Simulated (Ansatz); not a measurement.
**FH5NOSbSi: a ladder of functionals and wavefunction methods**

How much do the methods differ for FH5NOSbSi? The plan is to run it at one geometry with functionals of several rungs and with coupled cluster. The yardstick is the atomisation energy at the CCSD(T) limit.

Computed with Ansatz 0.2.0, Gaussian basis. Level: functionals in def2-TZVPP, the program's frozen cores in correlated methods.

Levels to be run: LDA (SPW92), PBE-D4, revPBE-D4, BLYP-D4, r2SCAN-D4, B97M-V, PBE0-D4, B3LYP-D4, r2SCANh-D4, r2SCAN0-D4, HSE06-D4, BHLYP-D4, CAM-B3LYP-D4, LC-ωPBE, ωB97X-V, ωB97M-V, B2PLYP, PBE-QIDH; CCSD(T)/def2-SVP; CCSD(T)/def2-TZVPP; MP2/def2-QZVPP; extrapolation to the limit; RPA on PBE.

**1. The geometry**

All runs share one geometry, relaxed beforehand with PBE0-D4 in a triple-zeta def2 set. Sb takes the def2 core potential; no spin-orbit term is included.

SMILES `N[SiH](F)[O][SbH2]`, 10 atoms, charge 0, spin multiplicity 1.

Atoms are counted from 1 here; the program's logs count them from 0.

Bond lengths: N1–Si2 1.707 Å, N1–H6 1.007 Å, N1–H7 1.007 Å, Si2–F3 1.597 Å, Si2–O4 1.615 Å, Si2–H8 1.476 Å, O4–Sb5 1.982 Å, Sb5–H9 1.714 Å, Sb5–H10 1.718 Å. Angles: Si2–N1–H6 120.1°, Si2–N1–H7 120.8°, H6–N1–H7 111.3°, N1–Si2–F3 104.0°, N1–Si2–O4 109.6°, N1–Si2–H8 117.3°, F3–Si2–O4 112.4°, F3–Si2–H8 106.5°, O4–Si2–H8 107.1°, Si2–O4–Sb5 125.7°, O4–Sb5–H9 91.7°, O4–Sb5–H10 95.1°, H9–Sb5–H10 90.3°.

Geometry (Å):

```
N    -1.0239    0.8510    0.8136
Si   -1.0267   -0.4360   -0.3084
F    -1.7441    0.1759   -1.5978
O     0.4922   -0.8940   -0.6096
Sb    2.0520    0.3156   -0.7851
H    -1.7697    1.5280    0.8072
H    -0.6494    0.7272    1.7403
H    -1.7827   -1.6504    0.0562
H     3.1188   -1.0076   -1.0072
H     2.4167    0.3392    0.8939
```

**2. LDA**

This LDA is Slater exchange with PW92 correlation.

Input file in.yaml:

```yaml
crystal:
  periodic: [false, false, false]
  atoms:
    - {symbol: N, position_ang: [-1.023921, 0.851045, 0.813560]}
    - {symbol: Si, position_ang: [-1.026700, -0.436047, -0.308362]}
    - {symbol: F, position_ang: [-1.744119, 0.175856, -1.597846]}
    - {symbol: O, position_ang: [0.492248, -0.893953, -0.609639]}
    - {symbol: Sb, position_ang: [2.051953, 0.315641, -0.785116]}
    - {symbol: H, position_ang: [-1.769696, 1.528011, 0.807198]}
    - {symbol: H, position_ang: [-0.649380, 0.727236, 1.740283]}
    - {symbol: H, position_ang: [-1.782715, -1.650449, 0.056214]}
    - {symbol: H, position_ang: [3.118760, -1.007605, -1.007226]}
    - {symbol: H, position_ang: [2.416671, 0.339165, 0.893932]}
basis:
  gaussian: {orbitals: def2-TZVPP}
hamiltonian: {xc: lda}
output: {orbitals: {seedname: orbitals}}
```

After this run come: PBE-D4 (GGA); revPBE-D4 (GGA); BLYP-D4 (GGA); r2SCAN-D4 (meta-GGA); B97M-V (meta-GGA); PBE0-D4 (hybrid); B3LYP-D4 (hybrid); r2SCANh-D4 (hybrid); r2SCAN0-D4 (hybrid); HSE06-D4 (hybrid); BHLYP-D4 (hybrid); CAM-B3LYP-D4 (range-separated); LC-ωPBE (range-separated); ωB97X-V (range-separated); ωB97M-V (range-separated); B2PLYP (double hybrid); PBE-QIDH (double hybrid); CCSD(T) in def2-SVP; CCSD(T) in def2-TZVPP; MP2 in def2-QZVPP; RPA on PBE orbitals.

**Question.** What will the summary of the whole plan be? Wanted: atomisation energy, CCSD(T)/CBS; farthest beyond LDA; mean size of error, GGA; mean size of error, meta-GGA; mean size of error, hybrid; mean size of error, range-separated; mean size of error, double hybrid; gap, smallest and largest; T1 diagnostic.

The runs gave:

| quantity | value |
| --- | --- |
| atomisation energy, CCSD(T)/CBS | 3423.6 kJ/mol |
| functionals within 34.2 kJ/mol (1.0 %) | PBE-D4, BLYP-D4, B97M-V, B3LYP-D4, CAM-B3LYP-D4, ωB97X-V, ωB97M-V |
| farthest beyond LDA | BHLYP-D4 (-138.5 kJ/mol) |
| mean size of error, GGA | 33.6 kJ/mol |
| mean size of error, meta-GGA | 22.7 kJ/mol |
| mean size of error, hybrid | 83.6 kJ/mol |
| mean size of error, range-separated | 26.5 kJ/mol |
| mean size of error, double hybrid | 84.1 kJ/mol |
| gap, smallest and largest | 4.20 eV (LDA (SPW92)), 10.87 eV (LC-ωPBE) |
| T1 diagnostic | 0.0133 |
| triples share of the correlation energy | 3.2 % |

**Reading.** LDA overbinds by 498.4 kJ/mol (15 %). PBE-D4 misses by +12.6 kJ/mol. Double hybrids carry the basis error of their MP2 part in triple zeta, and no dispersion term here, so their miss is partly the set-up's. The rungs meta-GGA, range-separated, GGA miss on average by less than the doubt on the reference (34.2 kJ/mol), so they tie. The reference freezes the cores and leaves out spin-orbit coupling and excitations past (T), and its outer-core shells are covered unevenly, so misses under about 34.2 kJ/mol can't be ranked. All levels share the lack of spin-orbit coupling, which lowers the free heavy atoms and so the true binding. Hartree-Fock recovers 67 % of the binding; the rest is correlation. CCSD(T) in def2-SVP is off by -371.7 kJ/mol, worse than the median functional, from the basis alone. The gap grows from 4.2 to 10.9 eV across the functionals, mostly with the share of exact exchange. Correlated methods include outer-core shells of Sb, which these sets cover unevenly.
